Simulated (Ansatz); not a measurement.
Consider vertical spin-state energies of C3H7BS, SMILES SC1CBC1 (the Ansatz DFT code, driven from Python).

`spin_c3h7bs.py`
```python
from dataclasses import dataclass

import ansatz as az


@dataclass(frozen=True)
class RunConfig:
    basis_set: str = '6-31G*'
    xc: str = 'r2scan0'


cfg = RunConfig()

GEOMETRY = '''
S    -1.68770    0.02910    1.40200
C    -0.03210    0.02260    0.74380
C     0.21230   -1.19960   -0.09960
B     0.55940   -0.32730   -1.42710
C     0.17070    0.90380   -0.47590
H    -1.57140    1.38870    1.90630
H     0.76390    0.19280    1.53890
H    -0.58770   -1.86570   -0.19850
H     1.17370   -1.71360    0.27170
H     0.76440   -0.52630   -2.53210
H    -0.75740    1.45250   -0.75860
H     1.06890    1.58800   -0.33700
'''

mol = az.Crystal.molecule()
for line in GEOMETRY.strip().splitlines():
    symbol, *xyz = line.split()
    mol = mol.atom(symbol, [float(v) for v in xyz])

model = mol.calculation()
model = model.basis(gaussian=cfg.basis_set)
model = model.functional(cfg.xc)
model = model.scf(lower_state_search='off')
found = {}
for unpaired in [0, 2]:
    data = model.spin('collinear', total=unpaired).run(threads=1).report
    s = unpaired / 2
    found[unpaired] = data['free_energy_ev']
    print(f'2S+1 = {unpaired + 1}: E = {found[unpaired]:.5f} eV, <S^2> = {abs(data["mean_field"]["state"]["spin_squared"]):.3f} (pure state {s * (s + 1):.2f})')
lowest = min(found, key=found.get)
for unpaired, e in found.items():
    print(f'multiplicity {unpaired + 1}: {(e - found[lowest]):.3f} eV above the lowest')
```

Which spin state is lowest at this geometry, and how far above lie the others?

In order: multiplicity 1 (+0.00 eV) and multiplicity 3 (+3.60 eV), all at the one geometry.

What the script printed:

```console
$ python spin_c3h7bs.py
2S+1 = 1: E = -14730.59296 eV, <S^2> = 0.000 (pure state 0.00)
2S+1 = 3: E = -14726.98888 eV, <S^2> = 2.011 (pure state 2.00)
multiplicity 1: 0.000 eV above the lowest
multiplicity 3: 3.604 eV above the lowest
```

Notes:
- The settings weren't tested for convergence.
- The geometry is a force-field or estimated start, not a minimum of this method, and the basis set is short of its limit. All parts are taken at fixed geometry, without zero-point energy.
- The whole script took 29 s on 1 thread of Arm Neoverse N1 (shared host), peak memory 0.25 GiB.
